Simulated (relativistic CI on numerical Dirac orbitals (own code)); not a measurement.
# Cu²⁺: 3p photoemission multiplets

Aim: the 3p photoemission spectrum of Cu²⁺ in 4 surroundings, from the same atomic integrals.

The numbers are computed with relativistic CI on numerical Dirac orbitals (own code) version 1 (Dirac-Coulomb-Breit CI, KLI orbitals optimised for each configuration, model QED (radiative potential, 1s self-energy scaled to tabulated hydrogen-like ionisation energies), valence Slater integrals scaled by 0.7, multiplet model of photoemission in the sudden approximation), except any that are marked as measured or tabulated.

**1. Starting point**

```
ion            : Cu²⁺ (Cu III)
nuclear charge : 29
electrons      : 27
configurations : [Ar] 3d9 → [Ne] 3s2 3p5 3d9
temperature    : 300 K
widths         : Lorentz 1.12 eV, Gauss 0.6 eV
surrounding 1  : free ion
surrounding 2  : Td, 10Dq = -1450 cm⁻¹
surrounding 3  : Td, 10Dq = -4000 cm⁻¹
surrounding 4  : Td, 10Dq = -6550 cm⁻¹
```

**2. Surrounding 1: free ion**

Input settings:

```ini
atom Cu  Z=29  charge=2  electrons=27
nucleus A=63  rms_radius_fm=3.8823
hamiltonian dirac-coulomb  breit=on  qed=on  c_scale=1
orbitals kli  potential=per-configuration
slater_scale 0.7
correlation none
mixing on
configurations
  [Ar] 3d9
  [Ne] 3s2 3p5 3d9
end
photoemission 3p T=300 lorentz=1.12 gauss=0.6
crystal_field free
```

**3. Surrounding 2: Td, 10Dq = -1450**

The settings differ from step 2 so:

```diff
@@ -12,2 +12,2 @@
 photoemission 3p T=300 lorentz=1.12 gauss=0.6
-crystal_field free
+crystal_field Td 10Dq=-1450
```

**4. Surrounding 3: Td, 10Dq = -4000**

The settings differ from step 3 so:

```diff
@@ -12,2 +12,2 @@
 photoemission 3p T=300 lorentz=1.12 gauss=0.6
-crystal_field Td 10Dq=-1450
+crystal_field Td 10Dq=-4000
```

**5. Surrounding 4: Td, 10Dq = -6550**

The settings differ from step 4 so:

```diff
@@ -12,2 +12,2 @@
 photoemission 3p T=300 lorentz=1.12 gauss=0.6
-crystal_field Td 10Dq=-4000
+crystal_field Td 10Dq=-6550
```

(Steps that only read results are left out.)

**Question.** What will these runs give? Wanted: highest peak, first run; ground spin.

**Answer**, as computed:

| surrounding | ground S | centroid (eV) | spread (eV) | up to four highest peaks (% of the highest), eV |
| --- | --- | --- | --- | --- |
| 1: free | 0.50 | 112.62 | 3.91 | 108.4 (100), 113.4 (89), 119.8 (47) |
| 2: Td | 0.50 | 112.62 | 3.91 | 108.6 (100), 113.4 (89), 119.8 (46) |
| 3: Td | 0.50 | 112.62 | 3.91 | 108.6 (100), 113.6 (88), 120.0 (42) |
| 4: Td | 0.50 | 112.62 | 3.91 | 108.6 (100), 113.6 (87), 120.0 (39) |

| quantity | value |
| --- | --- |
| highest peak, first run | 108.4 eV |
| ground spin (effective S from ⟨S²⟩) | 0.50 |

In words: The highest peak stays in place, within the step of the energy grid, in all surroundings. Energies are those of the free ion without screening by ligands; binding energies in solids differ by tens of eV.
